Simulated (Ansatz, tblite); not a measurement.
**Pentafluorobenzenesulfonate (C6F5O3S−): one state, many levels**

The task here is to estimate one member of a computed series from the others.

Method: as each input shows; program: Ansatz 0.2.0, Gaussian basis.

Plan: GFN1-xTB, GFN2-xTB, PBE-D4/def2-SVP, r2SCAN-D4/def2-SVP, PBE-D4/def2-SVPD, PBE0-D4/def2-SVPD, MP2/def2-SVPD.

4 further runs of the same task are left out: 4 that didn't finish.

## The structure

The geometry is that of the singlet, from an earlier relaxation (PBE-D4/def2-SVP).

15 atoms, charge -1, spin multiplicity 1.

Bond lengths: O1–S2 1.493 Å, S2–O3 1.488 Å, S2–O4 1.493 Å, S2–C5 1.896 Å, C5–C6 1.401 Å, C5–C14 1.404 Å, C6–F7 1.341 Å, C6–C8 1.409 Å, C8–F9 1.349 Å, C8–C10 1.401 Å, C10–F11 1.346 Å, C10–C12 1.404 Å, C12–F13 1.348 Å, C12–C14 1.404 Å, C14–F15 1.339 Å. Angles: O1–S2–O3 115.5°, O1–S2–O4 115.8°, O1–S2–C5 101.0°, O3–S2–O4 115.5°, O3–S2–C5 104.8°, O4–S2–C5 101.1°, S2–C5–C6 124.6°, S2–C5–C14 117.8°, C6–C5–C14 117.5°, C5–C6–F7 122.7°, C5–C6–C8 121.4°, F7–C6–C8 115.9°, C6–C8–F9 120.7°, C6–C8–C10 120.0°, F9–C8–C10 119.4°, C8–C10–F11 120.3°, C8–C10–C12 119.5°, F11–C10–C12 120.2° and more.

Coordinates:

```xyz
15

O     2.8586    0.9327   -1.0614
S     2.5657   -0.0861   -0.0107
O     2.9424   -1.4849   -0.3530
O     2.8491    0.3291    1.3946
C     0.6699   -0.0793   -0.0165
C    -0.1298   -1.1955   -0.2951
F     0.3830   -2.3985   -0.5896
C    -1.5362   -1.1140   -0.2809
F    -2.2906   -2.1988   -0.5515
C    -2.1642    0.1022    0.0162
F    -3.5076    0.1881    0.0317
C    -1.3811    1.2328    0.2982
F    -1.9884    2.4022    0.5839
C     0.0186    1.1288    0.2785
F     0.7107    2.2412    0.5556
```

The ion is computed in the gas phase, without counter-ions or solvent.

PBE0-D4/def2-SVP was run before; its log isn't repeated, and its numbers join the tables.

The first run:

Tight binding, by tblite at 300 K electronic temperature and without a spin-polarisation term:

```python
tblite.interface.Calculator('GFN1-xTB', numbers, positions, charge=-1, uhf=0).singlepoint()
```

Tight binding, by tblite at 300 K electronic temperature and without a spin-polarisation term:

```python
tblite.interface.Calculator('GFN2-xTB', numbers, positions, charge=-1, uhf=0).singlepoint()
```

start.molden holds the orbitals of an earlier run on this state, given as this run's starting guess.

Contents of in.yaml:

```yaml
crystal:
  periodic: [false, false, false]
  atoms:
    - {symbol: O, position_ang: [2.858596, 0.932715, -1.061365]}
    - {symbol: S, position_ang: [2.565671, -0.086134, -0.010703]}
    - {symbol: O, position_ang: [2.942368, -1.484880, -0.352955]}
    - {symbol: O, position_ang: [2.849065, 0.329142, 1.394627]}
    - {symbol: C, position_ang: [0.669933, -0.079342, -0.016537]}
    - {symbol: C, position_ang: [-0.129810, -1.195500, -0.295101]}
    - {symbol: F, position_ang: [0.383034, -2.398518, -0.589581]}
    - {symbol: C, position_ang: [-1.536236, -1.113980, -0.280942]}
    - {symbol: F, position_ang: [-2.290606, -2.198772, -0.551533]}
    - {symbol: C, position_ang: [-2.164197, 0.102247, 0.016228]}
    - {symbol: F, position_ang: [-3.507579, 0.188061, 0.031728]}
    - {symbol: C, position_ang: [-1.381121, 1.232777, 0.298211]}
    - {symbol: F, position_ang: [-1.988433, 2.402193, 0.583865]}
    - {symbol: C, position_ang: [0.018581, 1.128771, 0.278472]}
    - {symbol: F, position_ang: [0.710724, 2.241230, 0.555586]}
basis:
  gaussian: {orbitals: def2-SVP, initial_orbitals: start.molden}
total_charge: -1
hamiltonian: {xc: pbe, dispersion: d4}
scf: {omitted_lower_state_checks: [starts]}
output: {forces: true, orbitals: {seedname: orbitals}}
```

Run with:

```bash
$ ansatz run in.yaml --threads 4 --pin off --events-out ev --progress --plain --max-ram 6963MiB
```

Steps of the session up to this table: PBE-D4/def2-SVP; r2SCAN-D4/def2-SVP; PBE-D4/def2-SVPD; PBE0-D4/def2-SVPD; MP2/def2-SVPD.

One table of the session follows, with a row left open; its other results are not shown here.

It belongs to the step «Levels side by side». 

```
             level  HOMO (eV)  LUMO (eV)  gap (eV)
   PBE-D4/def2-SVP          ?          ?         ?
  PBE-D4/def2-SVPD      -1.81       1.25      3.07
r2SCAN-D4/def2-SVP      -1.46       1.80      3.26
  PBE0-D4/def2-SVP      -2.73       2.41      5.14
 PBE0-D4/def2-SVPD      -3.43       2.04      5.47
```

**Question.** Estimate the row for PBE-D4/def2-SVP.

The run gave: HOMO (eV): -0.92; LUMO (eV): 1.90; gap (eV): 2.82. In the column «HOMO (eV)» it is the highest.
